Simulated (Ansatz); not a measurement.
**C4H10Cl2GaN: one species, many methods**

The task here is to estimate one member of a computed series from the others.

Program: Ansatz 0.2.0, Gaussian basis. Level of theory: functionals in def2-TZVPP, the program's frozen cores in correlated methods. These are calculated values, not measurements.

Levels to be run: LDA (SPW92), PBE-D4, revPBE-D4, BLYP-D4, r2SCAN-D4, B97M-V, PBE0-D4, B3LYP-D4, r2SCANh-D4, r2SCAN0-D4, HSE06-D4, BHLYP-D4, CAM-B3LYP-D4, LC-ωPBE, ωB97X-V, ωB97M-V, B2PLYP, PBE-QIDH; CCSD(T)/def2-SVP; CCSD(T)/def2-TZVPP; MP2/def2-QZVPP; extrapolation to the limit; RPA on PBE.

## The relaxed structure

The geometry comes from an earlier relaxation with PBE0-D4 in a triple-zeta def2 set; it is a stationary point, not always the lowest conformer.

SMILES `CC(C)(C)[NH][Ga]([Cl])[Cl]`, 18 atoms, charge 0, spin multiplicity 1.

Atoms are counted from 1 here; the program's logs count them from 0.

Bond lengths: C1–C2 1.519 Å, C1–H9 1.093 Å, C1–H10 1.091 Å, C1–H11 1.093 Å, C2–C3 1.528 Å, C2–C4 1.528 Å, C2–N5 1.460 Å, C3–H12 1.094 Å, C3–H13 1.093 Å, C3–H14 1.092 Å, C4–H15 1.093 Å, C4–H16 1.094 Å, C4–H17 1.092 Å, N5–Ga6 1.794 Å, N5–H18 1.011 Å, Ga6–Cl7 2.125 Å, Ga6–Cl8 2.135 Å. Angles: C2–C1–H9 111.3°, C2–C1–H10 110.0°, C2–C1–H11 111.3°, H9–C1–H10 107.9°, H9–C1–H11 108.2°, H10–C1–H11 107.9°, C1–C2–C3 109.6°, C1–C2–C4 109.6°, C1–C2–N5 109.9°, C3–C2–C4 109.7°, C3–C2–N5 109.0°, C4–C2–N5 109.0°, C2–C3–H12 110.7°, C2–C3–H13 111.0°, C2–C3–H14 110.4°, H12–C3–H13 107.9°, H12–C3–H14 108.1°, H13–C3–H14 108.6° and more.

Set-up of the first run:

in.yaml

```yaml
crystal:
  periodic: [false, false, false]
  atoms:
    - {symbol: C, position_ang: [1.187085, 0.721671, -0.467871]}
    - {symbol: C, position_ang: [0.197793, -0.099850, 0.340980]}
    - {symbol: C, position_ang: [0.771257, -1.493958, 0.590678]}
    - {symbol: C, position_ang: [-0.072834, 0.591385, 1.676565]}
    - {symbol: N, position_ang: [-1.058437, -0.227972, -0.391011]}
    - {symbol: Ga, position_ang: [-1.652874, 0.369900, -1.974911]}
    - {symbol: Cl, position_ang: [-0.620363, 1.552960, -3.406753]}
    - {symbol: Cl, position_ang: [-3.651753, -0.185426, -2.477313]}
    - {symbol: H, position_ang: [0.805696, 1.727638, -0.658784]}
    - {symbol: H, position_ang: [2.127583, 0.817127, 0.077750]}
    - {symbol: H, position_ang: [1.402602, 0.249546, -1.429429]}
    - {symbol: H, position_ang: [0.064284, -2.107577, 1.156027]}
    - {symbol: H, position_ang: [1.700129, -1.438689, 1.163863]}
    - {symbol: H, position_ang: [0.976255, -1.997302, -0.356465]}
    - {symbol: H, position_ang: [0.843282, 0.677180, 2.266315]}
    - {symbol: H, position_ang: [-0.799146, 0.024296, 2.265443]}
    - {symbol: H, position_ang: [-0.476187, 1.592876, 1.512807]}
    - {symbol: H, position_ang: [-1.744388, -0.773795, 0.112130]}
basis:
  gaussian: {orbitals: def2-TZVPP}
hamiltonian: {xc: lda}
output: {orbitals: {seedname: orbitals}}
```

The run is started by

```console
ansatz run in.yaml --threads 4 --pin off --events-out ev --progress --plain --max-ram 66560MiB --backend cuda --devices 0, --max-vram 37GiB
```

Steps of the session up to this table: LDA; PBE-D4 (GGA); revPBE-D4 (GGA); BLYP-D4 (GGA); r2SCAN-D4 (meta-GGA); B97M-V (meta-GGA); PBE0-D4 (hybrid); B3LYP-D4 (hybrid); r2SCANh-D4 (hybrid); r2SCAN0-D4 (hybrid); HSE06-D4 (hybrid); BHLYP-D4 (hybrid); CAM-B3LYP-D4 (range-separated); LC-ωPBE (range-separated); ωB97X-V (range-separated); ωB97M-V (range-separated); B2PLYP (double hybrid); PBE-QIDH (double hybrid).

One table of the session follows, with a row left open; its other results are not shown here.

It belongs to the step «Orbital energies across the functionals». 

| functional | HOMO (eV) | gap (eV) |
| --- | --- | --- |
| LDA (SPW92) | ? | ? |
| PBE-D4 | -5.99 | 4.16 |
| revPBE-D4 | -5.91 | 4.21 |
| BLYP-D4 | -5.86 | 4.08 |
| r2SCAN-D4 | -6.26 | 4.70 |
| B97M-V | -6.36 | 4.70 |
| PBE0-D4 | -7.29 | 6.40 |
| B3LYP-D4 | -7.07 | 5.86 |
| r2SCANh-D4 | -6.74 | 5.52 |
| r2SCAN0-D4 | -7.48 | 6.75 |
| HSE06-D4 | -6.88 | 5.62 |
| BHLYP-D4 | -8.52 | 8.53 |
| CAM-B3LYP-D4 | -8.68 | 8.77 |
| LC-ωPBE | -10.05 | 11.45 |
| ωB97X-V | -9.69 | 10.89 |
| ωB97M-V | -9.60 | 10.57 |

Q: Estimate the row for LDA (SPW92) from the others.

As computed: HOMO (eV): -6.19; gap (eV): 4.06. In the column «HOMO (eV)» it lies between r2SCAN-D4 (-6.26) and PBE-D4 (-5.99).
